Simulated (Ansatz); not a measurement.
# TaN: the cost of one run

Program: Ansatz 0.2.0. Level of theory: DFT LDA+U (U_eff = 8 eV on Ta d), plane waves, PAW, no spin–orbit coupling unless a run says so. These are calculated values, not measurements.

**1. The structure to begin with**

The structure is hexagonal, space group P6/mmm (No. 191). Conventional cell: a = 5.185 Å, b = 5.185 Å, c = 2.908 Å, α = 90.00°, β = 90.00°, γ = 120.00°. Ta (site symmetry 6/mmm) is surrounded by 6 N at 2.59 Å and 2 Ta at 2.91 Å. Ta (site symmetry -6m2) is surrounded by 6 N at 2.09 Å. N (site symmetry mmm) is surrounded by 6 Ta at 2.09 to 2.59 Å.

As a file:

```xyz
6
Lattice="5.1850 0.0000 0.0000 -2.5925 4.4903 0.0000 0.0000 0.0000 2.9080" Properties=species:S:1:pos:R:3 pbc="T T T"
Ta    0.0000    0.0000    0.0000
Ta    0.0000    2.9936    1.4540
Ta    2.5925    1.4968    1.4540
N     2.5925    0.0000    0.0000
N     1.2963    2.2452    0.0000
N    -1.2963    2.2452    0.0000
```

An earlier series on this cell reached its lowest free state from «ferromagnetic start, free, symmetry kept, no search», perhaps among other starts.

**2. Total moment locked, 6.60 μB per cell**

Input file input.yaml:

```yaml
crystal:
  lattice:
    - [5.1850002, 0.0, 0.0]
    - [-2.5925001, 4.49034189, 0.0]
    - [0.0, 0.0, 2.90800053]
  atoms:
    - { symbol: Ta, position: [0.0, 0.0, 0.0], spin: 2.2 }
    - { symbol: Ta, position: [0.3333333333, 0.6666666667, 0.5], spin: 2.2 }
    - { symbol: Ta, position: [0.6666666667, 0.3333333333, 0.5], spin: 2.2 }
    - { symbol: "N", position: [0.5, 0.0, 0.0] }
    - { symbol: "N", position: [0.5, 0.5, 0.0] }
    - { symbol: "N", position: [0.0, 0.5, 0.0] }
basis:
  ecutwfc: 420
  ecutrho_ratio: 4
kpoints:
  mp_grid: { grid: [4, 4, 7] }
hamiltonian:
  xc: lda
  hubbard:
    sites:
      - { site: 0, l: d, u_eff: 8.0, starting_ns: [{ spin: up, occupation_matrix: s0up }, { spin: down, occupation_matrix: s0down }] }
      - { site: 1, l: d, u_eff: 8.0, starting_ns: [{ spin: up, occupation_matrix: s1up }, { spin: down, occupation_matrix: s1down }] }
      - { site: 2, l: d, u_eff: 8.0, starting_ns: [{ spin: up, occupation_matrix: s2up }, { spin: down, occupation_matrix: s2down }] }
    occupation_matrices:
      s0up:
        matrix:
          - [0.02, 0.0, 0.0, 0.0, 0.0]
          - [0.0, 0.97, 0.0, 0.0, 0.0]
          - [0.0, 0.0, 0.97, 0.0, 0.0]
          - [0.0, 0.0, 0.0, 0.02, 0.0]
          - [0.0, 0.0, 0.0, 0.0, 0.02]
      s0down:
        matrix:
          - [0.02, 0.0, 0.0, 0.0, 0.0]
          - [0.0, 0.02, 0.0, 0.0, 0.0]
          - [0.0, 0.0, 0.02, 0.0, 0.0]
          - [0.0, 0.0, 0.0, 0.02, 0.0]
          - [0.0, 0.0, 0.0, 0.0, 0.02]
      s1up:
        matrix:
          - [0.97, 0.0, 0.0, 0.0, 0.0]
          - [0.0, 0.02, 0.0, 0.0, 0.0]
          - [0.0, 0.0, 0.97, 0.0, 0.0]
          - [0.0, 0.0, 0.0, 0.02, 0.0]
          - [0.0, 0.0, 0.0, 0.0, 0.02]
      s1down:
        matrix:
          - [0.02, 0.0, 0.0, 0.0, 0.0]
          - [0.0, 0.02, 0.0, 0.0, 0.0]
          - [0.0, 0.0, 0.02, 0.0, 0.0]
          - [0.0, 0.0, 0.0, 0.02, 0.0]
          - [0.0, 0.0, 0.0, 0.0, 0.02]
      s2up:
        matrix:
          - [0.97, 0.0, 0.0, 0.0, 0.0]
          - [0.0, 0.02, 0.0, 0.0, 0.0]
          - [0.0, 0.0, 0.97, 0.0, 0.0]
          - [0.0, 0.0, 0.0, 0.02, 0.0]
          - [0.0, 0.0, 0.0, 0.0, 0.02]
      s2down:
        matrix:
          - [0.02, 0.0, 0.0, 0.0, 0.0]
          - [0.0, 0.02, 0.0, 0.0, 0.0]
          - [0.0, 0.0, 0.02, 0.0, 0.0]
          - [0.0, 0.0, 0.0, 0.02, 0.0]
          - [0.0, 0.0, 0.0, 0.0, 0.02]
    ns_hold: { iters: 8 }
scf:
  occupations: { method: gaussian, width: 0.05 }
  lower_state_search: "off"
  max_iter: 150
output:
  forces: true
  stress: true
  eigenvalues: true
  populations: true
  hubbard: { sites: [{ site: 0, l: d }, { site: 1, l: d }, { site: 2, l: d }] }
magnetization:
  spin_polarized: true
  initial_magnetization: 6.6
  spin_locking: { lock_magnetization: hard }
```

The typed matrices put 0.97 on the chosen orbitals and 0.02 on the others, and are held for 8 cycles. The lock stays on to the end, so the result is a constrained state unless its moments die out.

The run is started by

```
$ ansatz run input.yaml --threads 4 --pin off --max-ram 6144MiB --backend cpu --events-out ev --progress --plain --runs-dir out
```

**Question.** How long does this run take on 4 threads of Arm Neoverse V2, shared host, and how much memory does it need?

About 15 s, with a peak of 0.47 GiB.
